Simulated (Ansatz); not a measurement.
**MgO2: a frozen normal mode**

This session takes MgO2 and sets out to freeze in mode 9 at growing amplitude.

Method: DFT PBEsol, scalar-relativistic, plane waves, PAW, in Ansatz 0.2.0.

## (1) The starting structure

Symmetry: R-3m, No. 166, trigonal system. The conventional cell has a = 3.210 Å, b = 3.210 Å, c = 10.482 Å, α = 90.00°, β = 90.00°, γ = 120.00°. Mg (site symmetry -3m) has 6 O at 2.11 Å in its first shell of neighbours. Around O (site symmetry 3m) lie 1 O at 1.49 Å and 3 Mg at 2.11 Å.

Coordinates:

```cif
data_structure
_symmetry_space_group_name_H-M 'P 1'
_symmetry_Int_Tables_number 1
_cell_length_a 3.9549
_cell_length_b 3.9549
_cell_length_c 3.9549
_cell_angle_alpha 47.878
_cell_angle_beta 47.878
_cell_angle_gamma 47.878
_cell_volume 31.17
loop_
_atom_site_label
_atom_site_type_symbol
_atom_site_fract_x
_atom_site_fract_y
_atom_site_fract_z
_atom_site_occupancy
Mg1 Mg 0.00000 0.00000 0.00000 1
O1 O 0.42879 0.42879 0.42879 1
O2 O 0.57121 0.57121 0.57121 1
```

It goes back to an entry of the Materials Project, which need not be the stable form.

The cell is taken as given, not relaxed at this level.

## (2) The reference cell

The reference gives a free energy of -3033.6422 eV, pressure -4.83 GPa, largest force 0.304 eV/Å and gap on the mesh 2.23 eV. It was computed beforehand with the settings of the runs below.

## (3) Setting up a frozen normal mode

Mode 9 of the phonon run on this cell, counted from the lowest, is frozen in: each atom moves by x times its row below, so x is the largest displacement.

```
atom     ux     uy      uz
 Mg1  0.000  0.000   0.000
  O2  0.000  0.000   1.000
  O3  0.000  0.000  -1.000
```

## (4) x = -0.200 Å

Input file input.yaml:

```yaml
crystal:
  lattice:
    - [1.604761016, 0.9265092046, 3.4939788749]
    - [-1.604761016, 0.9265092046, 3.4939788749]
    - [0.0, -1.8530184092, 3.4939788749]
  atoms:
    - { symbol: Mg, position: [0.0, 0.0, 0.0] }
    - { symbol: O, position: [0.4097055565, 0.4097055565, 0.4097055565] }
    - { symbol: O, position: [0.5902944435, 0.5902944435, 0.5902944435] }
basis:
  ecutwfc: 420
kpoints:
  mp_grid: { grid: [12, 12, 12] }
hamiltonian:
  xc: pbesol
scf:
  occupations: { method: gaussian, width: 0.05 }
output:
  forces: true
  stress: true
  eigenvalues: true
```

Command:

```bash
> ansatz run input.yaml --threads 2 --pin off --max-ram 5120MiB --backend cpu --events-out ev --progress --plain --runs-dir out
```

## (5) Point x = 0.150 Å

input.yaml: that of step 4 with these lines changed.

```diff
@@ -7,4 +7,4 @@
     - { symbol: Mg, position: [0.0, 0.0, 0.0] }
-    - { symbol: O, position: [0.4097055565, 0.4097055565, 0.4097055565] }
-    - { symbol: O, position: [0.5902944435, 0.5902944435, 0.5902944435] }
+    - { symbol: O, position: [0.4430963327, 0.4430963327, 0.4430963327] }
+    - { symbol: O, position: [0.5569036673, 0.5569036673, 0.5569036673] }
 basis:
```

## (6) x = -0.100 Å

input.yaml: that of step 5 with these lines changed.

```diff
@@ -7,4 +7,4 @@
     - { symbol: Mg, position: [0.0, 0.0, 0.0] }
-    - { symbol: O, position: [0.4430963327, 0.4430963327, 0.4430963327] }
-    - { symbol: O, position: [0.5569036673, 0.5569036673, 0.5569036673] }
+    - { symbol: O, position: [0.4192457782, 0.4192457782, 0.4192457782] }
+    - { symbol: O, position: [0.5807542218, 0.5807542218, 0.5807542218] }
 basis:
```

## (7) At x = 0.050 Å

input.yaml: that of step 6 with these lines changed.

```diff
@@ -7,4 +7,4 @@
     - { symbol: Mg, position: [0.0, 0.0, 0.0] }
-    - { symbol: O, position: [0.4192457782, 0.4192457782, 0.4192457782] }
-    - { symbol: O, position: [0.5807542218, 0.5807542218, 0.5807542218] }
+    - { symbol: O, position: [0.4335561109, 0.4335561109, 0.4335561109] }
+    - { symbol: O, position: [0.5664438891, 0.5664438891, 0.5664438891] }
 basis:
@@ -21 +21,5 @@
   eigenvalues: true
+  write_density: true
+  write_potential: true
+  elf: true
+  volumetric_format: npy
```

## (8) Point x = 0.200 Å

input.yaml: that of step 7 with these lines changed.

```diff
@@ -7,4 +7,4 @@
     - { symbol: Mg, position: [0.0, 0.0, 0.0] }
-    - { symbol: O, position: [0.4335561109, 0.4335561109, 0.4335561109] }
-    - { symbol: O, position: [0.5664438891, 0.5664438891, 0.5664438891] }
+    - { symbol: O, position: [0.4478664435, 0.4478664435, 0.4478664435] }
+    - { symbol: O, position: [0.5521335565, 0.5521335565, 0.5521335565] }
 basis:
```

## (9) Point x = -0.150 Å

Input file input.yaml:

```yaml
crystal:
  lattice:
    - [1.604761016, 0.9265092046, 3.4939788749]
    - [-1.604761016, 0.9265092046, 3.4939788749]
    - [0.0, -1.8530184092, 3.4939788749]
  atoms:
    - { symbol: Mg, position: [0.0, 0.0, 0.0] }
    - { symbol: O, position: [0.4144756673, 0.4144756673, 0.4144756673] }
    - { symbol: O, position: [0.5855243327, 0.5855243327, 0.5855243327] }
basis:
  ecutwfc: 420
kpoints:
  mp_grid: { grid: [12, 12, 12] }
hamiltonian:
  xc: pbesol
scf:
  occupations: { method: gaussian, width: 0.05 }
output:
  forces: true
  stress: true
  eigenvalues: true
```

## (10) x = 0.100 Å

input.yaml: that of step 9 with these lines changed.

```diff
@@ -7,4 +7,4 @@
     - { symbol: Mg, position: [0.0, 0.0, 0.0] }
-    - { symbol: O, position: [0.4144756673, 0.4144756673, 0.4144756673] }
-    - { symbol: O, position: [0.5855243327, 0.5855243327, 0.5855243327] }
+    - { symbol: O, position: [0.4383262218, 0.4383262218, 0.4383262218] }
+    - { symbol: O, position: [0.5616737782, 0.5616737782, 0.5616737782] }
 basis:
```

## (11) Point x = -0.050 Å

input.yaml: that of step 10 with these lines changed.

```diff
@@ -7,4 +7,4 @@
     - { symbol: Mg, position: [0.0, 0.0, 0.0] }
-    - { symbol: O, position: [0.4383262218, 0.4383262218, 0.4383262218] }
-    - { symbol: O, position: [0.5616737782, 0.5616737782, 0.5616737782] }
+    - { symbol: O, position: [0.4240158891, 0.4240158891, 0.4240158891] }
+    - { symbol: O, position: [0.5759841109, 0.5759841109, 0.5759841109] }
 basis:
```

## (12) At x = 0.175 Å

input.yaml: that of step 11 with these lines changed.

```diff
@@ -7,4 +7,4 @@
     - { symbol: Mg, position: [0.0, 0.0, 0.0] }
-    - { symbol: O, position: [0.4240158891, 0.4240158891, 0.4240158891] }
-    - { symbol: O, position: [0.5759841109, 0.5759841109, 0.5759841109] }
+    - { symbol: O, position: [0.4454813881, 0.4454813881, 0.4454813881] }
+    - { symbol: O, position: [0.5545186119, 0.5545186119, 0.5545186119] }
 basis:
```

(Steps that only read results are left out.)

Before running it: what results should come out? Wanted: harmonic wavenumber of the mode.

**Answer**, as computed:

| quantity | value |
| --- | --- |
| harmonic wavenumber of the mode | 885 cm⁻¹ |
| the same from the force at an amplitude of 0.050 Å | 906 cm⁻¹ |

In words: The force at the smallest amplitude gives 906 cm⁻¹ against 885 cm⁻¹ from the phonon run, so the curve is close to a parabola there. The undisturbed cell stays the lowest of the sampled points. The gap on the mesh stays between 0.09 and 2.97 eV. Where forces pass 15 eV/Å atoms stand far too close, the PAW spheres overlap strongly and those numbers are rough.
